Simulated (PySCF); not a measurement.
# AlH3O3: the cost of one run

Computed with PySCF 2.14.0; each step states its level. No surroundings beyond the atoms listed, unless a continuum is named. Atoms count from 0, parts from 1.

## Step 1: Starting point

Each species was relaxed by itself at PBE0-D3(BJ)/def2-SVPD.

## Step 2: Energies of the species: wB97M-D3(BJ)/def2-TZVPD

The job: settings as JSON, then the geometry in Å.

```
{"job": {"kind": "react", "xc": "wB97M-D3(BJ)", "basis": "def2-TZVPD"}, "charge": 0, "multiplicity": 1}
-1 AlH3O3 charge 0 multiplicity 1
O      1.172130    -0.634480    -1.058000
Al    -0.002980     0.002740    -0.002550
O     -0.461570    -0.872580     1.384520
O     -0.718250     1.512650    -0.333770
H      1.615710    -1.472040    -0.924320
H     -1.115770    -0.575740     2.016920
H     -0.506940     2.052260    -1.095470

-1 ClH charge 0 multiplicity 1
Cl     0.644700     0.000950     0.003260
H     -0.643500     0.000950    -0.002560

+1 AlClH2O2 charge 0 multiplicity 1
O      0.959360    -0.041360    -1.212860
Al    -0.414680     0.073440    -0.218070
O     -0.450480    -0.039200     1.477540
Cl    -2.245680     0.388500    -1.174560
H      1.861460    -0.199470    -0.937400
H      0.290050    -0.182060     2.065430

+1 H2O charge 0 multiplicity 1
O     -0.001800     0.389390     0.002750
H     -0.761970    -0.198240     0.001950
H      0.763800    -0.191110    -0.004750
```

Method: wB97M-D3(BJ)/def2-TZVPD reaction energy of separated species, gas phase.

Started as:

```console
$ OMP_NUM_THREADS=1 python cluster_run.py task.json out
```

The driver reads the jobs from task.json and runs them one after another.

**Question.** How long does this first job take on 1 thread of Arm Neoverse V1, shared host, and how much memory does it need?

About 24 s, with a peak of 0.64 GiB.
